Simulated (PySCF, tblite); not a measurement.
**C6H13BO: geometry, infrared bands and NMR shifts**

What infrared bands and NMR shifts should C6H13BO (`B/C=C/[C@H](C)OCC`) show?

Computed with tblite 0.8.0 and PySCF 2.14.0, with density-fitted response routines of our own, on a single molecule in the gas phase. Atoms count from 0, in the outputs and in this text.

## Step 1: The molecule as given

21 atoms, charge 0, multiplicity 1; geometry from: force field or distance geometry start.

Bonds of the start (Å): B0–C1 1.56, C1–C2 1.34, C2–C3 1.49, C3–C4 1.53, C3–O5 1.36, O5–C6 1.38, C6–C7 1.51, B0–H8 1.20, B0–H9 1.20, C1–H10 1.08, C2–H11 1.11, C3–H12 1.13, C4–H13 1.10, C4–H14 1.14, C4–H15 1.11, C6–H16 1.11, C6–H17 1.12, C7–H18 1.11, C7–H19 1.12, C7–H20 1.11.

## Step 2: Geometry optimisation with GFN2-xTB

What the job is given:

```
{"job": {"kind": "relax", "xc": "GFN2-xTB", "basis": "xTB"}, "charge": 0, "multiplicity": 1}
B     -2.965600    -1.395800    -0.811800
C     -1.591300    -0.666400    -0.726600
C     -1.223700    -0.118300     0.436500
C      0.070700     0.606300     0.618500
C     -0.331900     1.890100     1.357200
O      0.737700     0.848200    -0.545300
C      2.036400     0.392300    -0.611400
C      2.108100    -1.108300    -0.433000
H     -2.963800    -2.596900    -0.801500
H     -3.841400    -0.909700    -1.465900
H     -0.906400    -0.610200    -1.558100
H     -1.884200    -0.144900     1.328600
H      0.746500     0.046600     1.327500
H      0.294100     2.722500     1.017900
H     -1.398500     2.153900     1.072100
H     -0.371600     1.729700     2.453000
H      2.702800     0.821800     0.159700
H      2.448600     0.689000    -1.606100
H      1.126200    -1.435300    -0.025600
H      2.953800    -1.347800     0.255100
H      2.244400    -1.549800    -1.441400
```

Run with:

```sh
$ OMP_NUM_THREADS=1 python probes_run.py task.json out
```

One launch serves the whole session: the jobs run in the order shown.

**Question.** This job is followed by: GFN2-xTB harmonic vibrations, gas phase; GIAO PBE0/pcSseg-1 NMR shielding, non-relativistic, gas phase. What will the session give for the following? strongest single infrared mode (GFN2-xTB); zero-point energy (GFN2-xTB); 13C shifts against TMS (PBE0/pcSseg-1); 1H shifts against TMS (PBE0/pcSseg-1, means over atoms taken as alike); 11B shifts against BF3·OEt2 (PBE0/pcSseg-1); 17O shifts against H2O (PBE0/pcSseg-1); surface potential, 1st and 99th percentile.

The runs gave:

| quantity | value |
| --- | --- |
| strongest single infrared mode (GFN2-xTB) | 2661 cm⁻¹, 155 km/mol |
| zero-point energy (GFN2-xTB) | 110.6 kcal/mol |
| 13C shifts against TMS (PBE0/pcSseg-1) | 188.3, 142.4, 82.3, 71.9, 24.6, 21.2 ppm |
| 1H shifts against TMS (PBE0/pcSseg-1, means over atoms taken as alike) | 7.88, 7.59, 6.94, 4.26, 3.81, 3.56, 1.29, 1.02 ppm |
| 11B shifts against BF3·OEt2 (PBE0/pcSseg-1) | 70.9 ppm |
| 17O shifts against H2O (PBE0/pcSseg-1) | 66.4 ppm |
| surface potential, 1st and 99th percentile | -1.26 V and 0.93 V |

What this shows: The optimisation took 173 steps and gained 0.982 eV; among the close pairs (by a distance rule), C3–O5 changed most, from 1.363 to 1.416 Å. All 57 modes are real, so the xTB geometry is a minimum. The strongest single mode, at 2661 cm⁻¹, moves mainly H9. GFN2-xTB is a fitted tight-binding method: band positions and strengths are rough. Its intensities can rank the bands wrongly. At PBE0/pcSseg-1: The widest tensor belongs to C1: span 270 ppm, with a paramagnetic part of -211 ppm. At PBE0/pcSseg-1, counted by nearest atom on the grid, the HOMO lies on O5 58 %; C2, C7 about 7 % each, the LUMO on B0 36 %; C2 24 %.
